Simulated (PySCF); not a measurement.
# C₂H₄ClF₃Si: electronic excitations at several levels of theory

Aim: compute the electronic excitations of C₂H₄ClF₃Si (`FC(F)[C@@H](F)[SiH2]Cl`) at several levels, and see how far they spread and what each costs.

Programs: PySCF 2.14.0, with density-fitted response routines of our own. Each step states its level of theory. These are calculated values for one molecule in the gas phase, unless marked as measured. Atoms are numbered from 0 throughout.

## Step 1: The starting structure

11 atoms, charge 0, multiplicity 1; geometry from: GFN2-xTB. The atoms were then displaced at random by about 0.01 Å, so the start is not that level's minimum.

Bonds of the start (Å): F0–C1 1.36, C1–F2 1.36, C1–C3 1.55, C3–F4 1.39, C3–Si5 1.91, Si5–Cl6 2.00, C1–H7 1.08, C3–H8 1.13, Si5–H9 1.44, Si5–H10 1.47.

## Step 2: Relaxing the molecule at PBE0-D3(BJ)/def2-SVP

What the job is given:

```
{"job": {"xc": "PBE0", "basis": "def2-SVP", "d3": "d3bj", "grid": 1, "shake": 0.01, "kind": "geom"}, "charge": 0, "multiplicity": 1}
F     -0.833880    -0.073250    -1.662430
C     -1.352690    -0.090620    -0.405530
F     -1.961930     1.112420    -0.220000
C     -0.213870    -0.284570     0.623020
F     -0.172480    -1.642910     0.907660
Si     1.477820     0.385210     0.042880
Cl     2.301580    -0.929850    -1.212250
H     -2.103300    -0.864010    -0.371300
H     -0.581610     0.202690     1.569970
H      1.220560     1.669220    -0.566600
H      2.257900     0.489840     1.278910
```

Started as:

```console
$ OMP_NUM_THREADS=1 python probes_run.py task.json out
```

The driver reads the jobs from task.json and runs them one after another.

The program printed:

```text
step   0  E = -1126.70203419  max force = 0.033379
step   1  E = -1126.70748101  max force = 0.006857
step   2  E = -1126.70809899  max force = 0.001827
step   3  E = -1126.70839548  max force = 0.002093
step   4  E = -1126.70855757  max force = 0.002170
step   5  E = -1126.70882403  max force = 0.002556
step   6  E = -1126.70886697  max force = 0.001138
step   7  E = -1126.70887876  max force = 0.000357
optimisation converged
```

Wall time 53 s (1 thread of Arm Neoverse V1, shared host); peak memory 0.54 GiB.

Relaxation path:

```
step  energy from step 0 (eV)  largest force component (eV/Å)
   0                   0.0000                          1.7164
   1                  -0.1482                          0.3526
   2                  -0.1650                          0.0939
   3                  -0.1731                          0.1076
   4                  -0.1775                          0.1116
   5                  -0.1848                          0.1314
   6                  -0.1859                          0.0585
   7                  -0.1863                          0.0184
```

Distances of close pairs at the start and the end, largest changes first:

```
   bond  before (Å)  after (Å)  change (Å)
Si5–Cl6       1.996      2.057      +0.062
 Si5–H9       1.444      1.486      +0.042
  C1–C3       1.547      1.514      -0.033
  C1–H7       1.078      1.105      +0.027
Si5–H10       1.465      1.487      +0.022
  C3–H8       1.127      1.106      -0.021
  F0–C1       1.360      1.348      -0.012
  C3–F4       1.388      1.378      -0.011
```

The next job starts from the end point, and lists it.

```
                         at the end point                value
  point group (found at 0.08 Å tolerance)                   C1
rotational constants (GHz, main isotopes)  2.521, 1.121, 1.066
                        dipole moment (D)                 2.30
```

## Step 3: Ultraviolet spectrum: PBE0/def2-SVP

What the job is given:

```
{"job": {"kind": "uv", "xc": "PBE0", "basis": "def2-SVP"}, "charge": 0, "multiplicity": 1}
F     -1.185198    -0.284771    -1.531737
C     -1.414827    -0.046210    -0.225416
F     -1.720658     1.262455    -0.090853
C     -0.186214    -0.333074     0.611241
F     -0.061534    -1.694762     0.779008
Si     1.452940     0.363938    -0.091737
Cl     2.124339    -0.849284    -1.611780
H     -2.274993    -0.661963     0.094241
H     -0.366115     0.129591     1.599428
H      1.242593     1.749938    -0.584678
H      2.452581     0.331170     1.008561
```

Method: TDDFT PBE0/def2-SVP, vertical, gas phase, core orbitals frozen in the response.

The program printed:

```text
coarse grid: 11160 points
cycle   1  E = -1126.4497622333  dE =  7.392e-01  |g| = 8.116e-01  |ddm| = 3.299e+00
cycle   2  E = -1126.3238329810  dE =  1.259e-01  |g| = 1.192e+00  |ddm| = 1.567e+00
cycle   3  E = -1126.5674363883  dE = -2.436e-01  |g| = 6.502e-02  |ddm| = 9.451e-01
cycle   4  E = -1126.5680820360  dE = -6.456e-04  |g| = 3.412e-02  |ddm| = 8.335e-02
cycle   5  E = -1126.5683252016  dE = -2.432e-04  |g| = 6.395e-03  |ddm| = 3.309e-02
cycle   6  E = -1126.5683306811  dE = -5.480e-06  |g| = 2.529e-03  |ddm| = 6.279e-03
final grid: 102392 points
cycle   7  E = -1126.7002519913  dE = -2.542e-05  |g| = 7.044e-03  |ddm| = 1.899e-02
cycle   8  E = -1126.7002420332  dE =  9.958e-06  |g| = 1.046e-02  |ddm| = 1.283e-02
cycle   9  E = -1126.7002611703  dE = -1.914e-05  |g| = 3.403e-04  |ddm| = 7.510e-03
cycle  10  E = -1126.7002611935  dE = -2.321e-08  |g| = 1.356e-04  |ddm| = 5.096e-04
cycle  11  E = -1126.7002611973  dE = -3.790e-09  |g| = 3.802e-05  |ddm| = 1.493e-04
cycle  12  E = -1126.7002611975  dE = -2.165e-10  |g| = 1.670e-05  |ddm| = 3.912e-05
converged SCF energy = -1126.7002611975

Static polarisability (au): isotropic 52.869, principal 46.742 52.553 59.312

Singlet excitations
state   eV       nm        f      main configurations
  1   7.3075    169.7   0.00386   H->L 0.98
  2   7.5531    164.2   0.00179   H-1->L 0.98
  3   8.2849    149.7   0.02906   H->L+1 0.63, H-2->L 0.22
  4   8.5530    145.0   0.02570   H-2->L 0.62, H->L+1 0.12
  5   8.6435    143.4   0.00680   H-3->L 0.77, H->L+2 0.08
  6   8.7017    142.5   0.03019   H-1->L+1 0.67, H-1->L+2 0.12, H->L+2 0.09
  7   8.7411    141.8   0.04638   H->L+2 0.60, H->L+1 0.11, H-3->L 0.09
  8   9.0343    137.2   0.02942   H-1->L+2 0.64, H-1->L+1 0.17
  9   9.3233    133.0   0.00268   H->L+3 0.45, H-2->L+1 0.22, H->L+4 0.20
 10   9.4635    131.0   0.04934   H-4->L 0.68, H-3->L+1 0.10

Triplet excitations (Tamm-Dancoff, eV): 6.8285 7.1026 7.6678 8.0129
```

Wall time 16 s (1 thread of Arm Neoverse V1, shared host); peak memory 0.64 GiB.

Frontier orbitals and where they lie:

```
orbital     eV                        atoms
 HOMO−3  -9.94   F4 31 %, C3 17 %, Cl6 13 %
 HOMO−2  -9.80    Cl6 44 %, F4 12 %, C1 9 %
 HOMO−1  -8.98   Cl6 71 %, H9 10 %, Si5 9 %
   HOMO  -8.70  Cl6 39 %, C3 19 %, Si5 12 %
   LUMO   0.15  Si5 62 %, Cl6 17 %, C3 10 %
 LUMO+1   1.05   Si5 51 %, C3 15 %, H9 11 %
 LUMO+2   1.25  Si5 45 %, H10 15 %, H8 10 %
```

With each of the 10 states as a Gaussian band of 0.4 eV half-width at 1/e, the curve within the window shown has maxima at 142 nm (ε 5,300) L/(mol cm). Beyond the last state computed it falls off for lack of states. The curve at chosen wavelengths:

```tsv
nm	ε (L/mol/cm)
127	1218
129	1977
132	2788
134	3129
136	3585
138	4250
141	5171
143	5297
145	4909
148	3694
150	2776
152	1952
154	1291
157	637
159	400
161	279
163	232
166	221
168	219
170	206
173	167
175	133
177	99
179	69
182	36
184	22
```

Further results of this job:

```
           property  computed
  dipole moment (D)      2.30
polarisability (Å³)      7.83
 HOMO–LUMO gap (eV)      8.84
      −ε(HOMO) (eV)      8.70
```

## Step 4: TDDFT and polarisability: PBE0/def2-TZVP

The job, as its differences from that of step 3:

```diff
@@ -1,2 +1,2 @@
-{"job": {"kind": "uv", "xc": "PBE0", "basis": "def2-SVP"}, "charge": 0, "multiplicity": 1}
+{"job": {"kind": "uv", "xc": "PBE0", "basis": "def2-TZVP"}, "charge": 0, "multiplicity": 1}
 F     -1.185198    -0.284771    -1.531737
```

Method: TDDFT PBE0/def2-TZVP, vertical, gas phase, core orbitals frozen in the response.

The program printed:

```text
coarse grid: 11160 points
cycle   1  E = -1127.2997287959  dE =  7.799e-01  |g| = 8.037e-01  |ddm| = 2.572e+00
cycle   2  E = -1127.1701521311  dE =  1.296e-01  |g| = 1.235e+00  |ddm| = 1.044e+00
cycle   3  E = -1127.4048387279  dE = -2.347e-01  |g| = 7.078e-02  |ddm| = 6.223e-01
cycle   4  E = -1127.4054447858  dE = -6.061e-04  |g| = 4.098e-02  |ddm| = 6.461e-02
cycle   5  E = -1127.4057254433  dE = -2.807e-04  |g| = 8.961e-03  |ddm| = 2.529e-02
cycle   6  E = -1127.4057353862  dE = -9.943e-06  |g| = 3.188e-03  |ddm| = 6.135e-03
cycle   7  E = -1127.4057370059  dE = -1.620e-06  |g| = 5.412e-04  |ddm| = 2.446e-03
final grid: 102392 points
cycle   8  E = -1127.4150832407  dE = -7.787e-05  |g| = 6.288e-03  |ddm| = 3.821e-02
cycle   9  E = -1127.4150782633  dE =  4.977e-06  |g| = 8.252e-03  |ddm| = 8.676e-03
cycle  10  E = -1127.4150905470  dE = -1.228e-05  |g| = 9.883e-04  |ddm| = 4.585e-03
cycle  11  E = -1127.4150906654  dE = -1.185e-07  |g| = 2.989e-04  |ddm| = 7.649e-04
cycle  12  E = -1127.4150906810  dE = -1.554e-08  |g| = 6.962e-05  |ddm| = 2.588e-04
cycle  13  E = -1127.4150906817  dE = -7.776e-10  |g| = 3.039e-05  |ddm| = 6.089e-05
converged SCF energy = -1127.4150906817

Static polarisability (au): isotropic 61.720, principal 55.124 60.868 69.167

Singlet excitations
state   eV       nm        f      main configurations
  1   7.1050    174.5   0.00807   H->L 0.98
  2   7.3744    168.1   0.00674   H-1->L 0.98
  3   8.0409    154.2   0.02374   H->L+1 0.59, H-2->L 0.18, H->L+2 0.12
  4   8.3412    148.6   0.02360   H-2->L 0.63, H-1->L+1 0.14
  5   8.4074    147.5   0.03486   H-1->L+1 0.36, H-3->L 0.28, H->L+1 0.19
  6   8.4525    146.7   0.01394   H-3->L 0.35, H-1->L+1 0.32, H->L+2 0.17
  7   8.4751    146.3   0.02597   H->L+2 0.54, H-3->L 0.24, H->L+1 0.09
  8   8.7829    141.2   0.00772   H-1->L+2 0.58, H->L+3 0.24
  9   8.8713    139.8   0.09366   H->L+3 0.57, H-1->L+2 0.17, H->L+4 0.09
 10   9.0823    136.5   0.06281   H->L+4 0.48, H-4->L 0.12, H-1->L+3 0.12

Triplet excitations (Tamm-Dancoff, eV): 6.6418 6.9518 7.4762 7.7333
```

Run time: 48 s. Hardware: 1 thread of Arm Neoverse V1, shared host; peak memory 0.97 GiB.

In short: HOMO -8.82 eV, LUMO -0.22 eV; lowest singlet 7.11 eV.

## Step 5: TDDFT and polarisability: PBE0/aug-cc-pVDZ

The job, as its differences from that of step 4:

```diff
@@ -1,2 +1,2 @@
-{"job": {"kind": "uv", "xc": "PBE0", "basis": "def2-TZVP"}, "charge": 0, "multiplicity": 1}
+{"job": {"kind": "uv", "xc": "PBE0", "basis": "aug-cc-pVDZ"}, "charge": 0, "multiplicity": 1}
 F     -1.185198    -0.284771    -1.531737
```

With the program's defaults for keys left out, this is: TDDFT PBE0/aug-cc-pVDZ, vertical, gas phase, core orbitals frozen in the response.

The program printed:

```text
coarse grid: 11160 points
cycle   1  E = -1127.1676180970  dE =  8.198e-01  |g| = 7.266e-01  |ddm| = 6.539e+00
cycle   2  E = -1127.0571338990  dE =  1.105e-01  |g| = 1.102e+00  |ddm| = 2.421e+00
cycle   3  E = -1127.2634932857  dE = -2.064e-01  |g| = 6.603e-02  |ddm| = 1.392e+00
cycle   4  E = -1127.2641328015  dE = -6.395e-04  |g| = 3.365e-02  |ddm| = 1.575e-01
cycle   5  E = -1127.2643537468  dE = -2.209e-04  |g| = 7.733e-03  |ddm| = 5.953e-02
cycle   6  E = -1127.2643618827  dE = -8.136e-06  |g| = 2.760e-03  |ddm| = 1.297e-02
final grid: 102392 points
cycle   7  E = -1127.2827258636  dE = -3.221e-05  |g| = 7.715e-03  |ddm| = 1.025e-01
cycle   8  E = -1127.2827126868  dE =  1.318e-05  |g| = 1.182e-02  |ddm| = 2.743e-02
cycle   9  E = -1127.2827371140  dE = -2.443e-05  |g| = 5.826e-04  |ddm| = 1.445e-02
cycle  10  E = -1127.2827371789  dE = -6.483e-08  |g| = 2.272e-04  |ddm| = 1.528e-03
cycle  11  E = -1127.2827371888  dE = -9.905e-09  |g| = 5.991e-05  |ddm| = 4.217e-04
cycle  12  E = -1127.2827371893  dE = -5.084e-10  |g| = 2.603e-05  |ddm| = 9.704e-05
converged SCF energy = -1127.2827371893

Static polarisability (au): isotropic 67.199, principal 60.808 66.083 74.706

Singlet excitations
state   eV       nm        f      main configurations
  1   6.9467    178.5   0.00990   H->L 0.96
  2   7.1854    172.6   0.00985   H-1->L 0.96
  3   7.7071    160.9   0.02378   H->L+1 0.89
  4   7.8822    157.3   0.01412   H->L+2 0.48, H-2->L 0.13, H->L+3 0.12
  5   8.0429    154.2   0.01652   H-1->L+1 0.83
  6   8.1788    151.6   0.03252   H-2->L 0.72, H->L+2 0.15
  7   8.2106    151.0   0.02458   H->L+3 0.72, H->L+2 0.14
  8   8.2817    149.7   0.00353   H-1->L+3 0.68, H-3->L 0.13
  9   8.3190    149.0   0.00711   H-3->L 0.66, H-1->L+3 0.10
 10   8.4429    146.9   0.04285   H->L+4 0.83

Triplet excitations (Tamm-Dancoff, eV): 6.5453 6.7950 7.3672 7.5263
```

Wall time 36 s (1 thread of Arm Neoverse V1, shared host); peak memory 0.85 GiB.

This run: HOMO -8.84 eV, LUMO -0.51 eV; lowest singlet 6.95 eV.

## Step 6: Ultraviolet spectrum: PBE0/6-31+G*

The job, as its differences from that of step 5:

```diff
@@ -1,2 +1,2 @@
-{"job": {"kind": "uv", "xc": "PBE0", "basis": "aug-cc-pVDZ"}, "charge": 0, "multiplicity": 1}
+{"job": {"kind": "uv", "xc": "PBE0", "basis": "6-31+G*"}, "charge": 0, "multiplicity": 1}
 F     -1.185198    -0.284771    -1.531737
```

With the program's defaults for keys left out, this is: TDDFT PBE0/6-31+G*, vertical, gas phase, core orbitals frozen in the response.

The program printed:

```text
coarse grid: 11160 points
cycle   1  E = -1127.1299676674  dE =  8.023e-01  |g| = 7.072e-01  |ddm| = 3.199e+00
cycle   2  E = -1127.0297627821  dE =  1.002e-01  |g| = 1.064e+00  |ddm| = 1.737e+00
cycle   3  E = -1127.2245286937  dE = -1.948e-01  |g| = 6.367e-02  |ddm| = 9.623e-01
cycle   4  E = -1127.2251624314  dE = -6.337e-04  |g| = 3.217e-02  |ddm| = 1.050e-01
cycle   5  E = -1127.2253746735  dE = -2.122e-04  |g| = 7.093e-03  |ddm| = 3.993e-02
cycle   6  E = -1127.2253813189  dE = -6.645e-06  |g| = 2.769e-03  |ddm| = 7.566e-03
final grid: 102392 points
cycle   7  E = -1127.2024815459  dE = -2.372e-05  |g| = 8.536e-03  |ddm| = 3.070e-02
cycle   8  E = -1127.2024651890  dE =  1.636e-05  |g| = 1.316e-02  |ddm| = 1.648e-02
cycle   9  E = -1127.2024950200  dE = -2.983e-05  |g| = 5.355e-04  |ddm| = 9.839e-03
cycle  10  E = -1127.2024950786  dE = -5.852e-08  |g| = 1.958e-04  |ddm| = 7.490e-04
cycle  11  E = -1127.2024950856  dE = -7.002e-09  |g| = 6.683e-05  |ddm| = 2.831e-04
cycle  12  E = -1127.2024950862  dE = -6.721e-10  |g| = 1.858e-05  |ddm| = 6.417e-05
converged SCF energy = -1127.2024950862

Static polarisability (au): isotropic 60.175, principal 54.156 59.013 67.357

Singlet excitations
state   eV       nm        f      main configurations
  1   6.9636    178.0   0.00846   H->L 0.97
  2   7.1873    172.5   0.00765   H-1->L 0.97
  3   7.8406    158.1   0.02786   H->L+1 0.81
  4   8.0045    154.9   0.00706   H->L+2 0.36, H-2->L 0.29, H->L+1 0.15
  5   8.1443    152.2   0.01264   H-1->L+1 0.79, H-2->L 0.11
  6   8.2292    150.7   0.05789   H-2->L 0.46, H->L+2 0.35
  7   8.3346    148.8   0.01436   H-3->L 0.51, H->L+3 0.33
  8   8.3717    148.1   0.01001   H->L+3 0.33, H-3->L 0.23, H-1->L+2 0.20
  9   8.4244    147.2   0.02261   H-1->L+2 0.44, H->L+3 0.14, H-1->L+3 0.13
 10   8.6291    143.7   0.04067   H-1->L+3 0.54, H-1->L+2 0.21, H-1->L+4 0.08

Triplet excitations (Tamm-Dancoff, eV): 6.5675 6.8181 7.4054 7.6464
```

It took 20 s on 1 thread of Arm Neoverse V1, shared host; peak memory 0.73 GiB.

This run: HOMO -8.90 eV, LUMO -0.54 eV; lowest singlet 6.96 eV.

## Step 7: Side by side: electronic excitations

Excitations and ground-state properties, with basis size and wall time:

```
             run  lowest singlet (eV)  brightest (eV)      f  gap (eV)  α (Å³)  μ (D)  functions  time
   PBE0/def2-SVP                 7.31            9.46  0.049      8.84    7.83   2.30        126  16 s
  PBE0/def2-TZVP                 7.11            8.87  0.094      8.60    9.15   2.23        253  48 s
PBE0/aug-cc-pVDZ                 6.95            8.44  0.043      8.33    9.96   2.36        205  36 s
    PBE0/6-31+G*                 6.96            8.23  0.058      8.36    8.92   2.65        142  20 s
```

## Step 8: Outcome

| quantity | value |
| --- | --- |
| point group | C1 |
| rotational constants (main isotopes) | 2.52, 1.12, 1.07 GHz |
| lowest singlet (PBE0/def2-SVP) | 7.31 eV (170 nm), f = 0.004 |
| brightest single state of those computed | state 10, 9.46 eV, f = 0.049 |
| lowest triplet | 6.83 eV |
| range of the lowest singlet | 6.95 to 7.31 eV |

Single values in the summary come from the first sound run of each kind (PBE0/def2-SVP), which need not be the best level. The start of the PBE0/def2-SVP relaxation was shaken at random by about 0.01 Å, so part of the energy gained, and of the first lengths quoted, undoes that. Over 7 steps the energy fell by 0.186 eV; of the close pairs, Si5–Cl6 changed most, 1.996 to 2.057 Å. The first singlet state (HOMO→LUMO 0.98) lies at 7.31 eV and is weak; of the 10 states computed, the strongest absorption comes from state 10 at 9.46 eV (the last computed, so partners may be missing). The lowest triplet lies 0.48 eV below the lowest singlet (triplets in Tamm-Dancoff, singlets in full TDDFT). At PBE0/def2-SVP, states above −ε(HOMO) (8.70 eV) lie where TDDFT describes them poorly and they hang on the basis; the brightest is among them. The basis of PBE0/def2-SVP has no diffuse functions, so Rydberg states are missing and the high states are unreliable. The lowest singlet runs from 6.95 eV (PBE0/aug-cc-pVDZ) to 7.31 eV (PBE0/def2-SVP), while the orbital gap spans 8.33 to 8.84 eV. The lowest state need not be the same one in every run.
